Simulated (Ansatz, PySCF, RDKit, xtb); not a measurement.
# BSiClO: a search for the lowest isomer

Given the formula BSiClO and nothing else, which arrangement of the atoms is the most stable in the gas at 400 K, and what are its properties?

The funnel: GFN2-xTB relaxations, single points with a density functional, relaxations at B3LYP-D4/def2-TZVP, harmonic vibrations, and a last energy at a higher level. All values are calculated.

7 further runs of the same task are left out: 7 set aside as unsound or not needed.

## Step 1: Drawing up candidates

All bonding patterns within simple valence rules are listed by program: one Lewis structure each, at most two rings and one unusual centre or charged pair. O–O, O–halogen and N–halogen bonds and N–N–N chains are not drawn. That gives 7 candidates.

```csv
label,SMILES,spin
c233,[B+]=[Si-](=O)Cl,singlet
c286,ClB1O[Si]1,triplet
c311,O=[Si]=BCl,singlet
c346,O=B[Si]Cl,singlet
c366,Cl[Si]1=BO1,singlet
c644,O=B[Si]Cl,triplet
c793,ClB1O[Si]1,singlet
```

Candidates are built by distance geometry, with a force field where one applies, in up to four conformers (letters a to d). 16 starts with atoms placed at random are added, to find patterns that the rules miss.

Q: Predict the outcome of this search (final energies at CCSD(T)/def2-TZVPP).

| quantity | value |
| --- | --- |
| lowest structure found | O=B[Si]Cl, singlet, Cs |
| next finalist | [B][O][Si][Cl] ‡, singlet, 5.5 kcal/mol higher in G |
| share at equilibrium, among the finalists | 99.8 % |
| harmonic wavenumbers, lowest and highest (B3LYP-D4/def2-TZVP) | 104 and 1967 cm⁻¹ |
| rotational constants, same geometry | 0.3339, 0.07976, 0.06438 cm⁻¹ |
| dipole moment (PBE0/def2-TZVPD) | 2.92 D |
| HOMO energy (PBE0/def2-TZVPD) | -7.72 eV |
| LUMO energy (PBE0/def2-TZVPD) | -3.99 eV |
| HOMO–LUMO gap (PBE0/def2-TZVPD) | 3.74 eV |
| lowest excitation (TD-PBE0/def2-SVPD) | 2.35 eV (f = 0.008) |
| strongest of the states computed, same level | 6.55 eV (f = 0.127) |
| lowest triplet excitation, same level, Tamm-Dancoff | 1.24 eV |
| vertical ionisation energy | 9.87 eV |
| vertical electron affinity | 2.11 eV |
| vertical triplet less singlet | +1.30 eV |

The search ends on `O=B[Si]Cl`. The margin of 5.5 kcal/mol over the next finalist is beyond the usual error of the last level; it says nothing of structures that weren't ranked. GFN2-xTB, HF/STO-3G, B3LYP-D4/def2-TZVP and MP2/def2-TZVPP already put its bonding pattern lowest among the structures in one piece; r2SCAN-D4/def2-SVP favours the singlet ClB1O[Si]1; HF/def2-TZVPP favours the singlet [B][O][Si][Cl] ‡. Lowest found is not proven lowest: the search is finite, and each finalist counts with one conformer.

‡ marks the bonded skeleton alone, with all bonds drawn single: no Lewis structure was assigned that passes a check against the bond lengths.
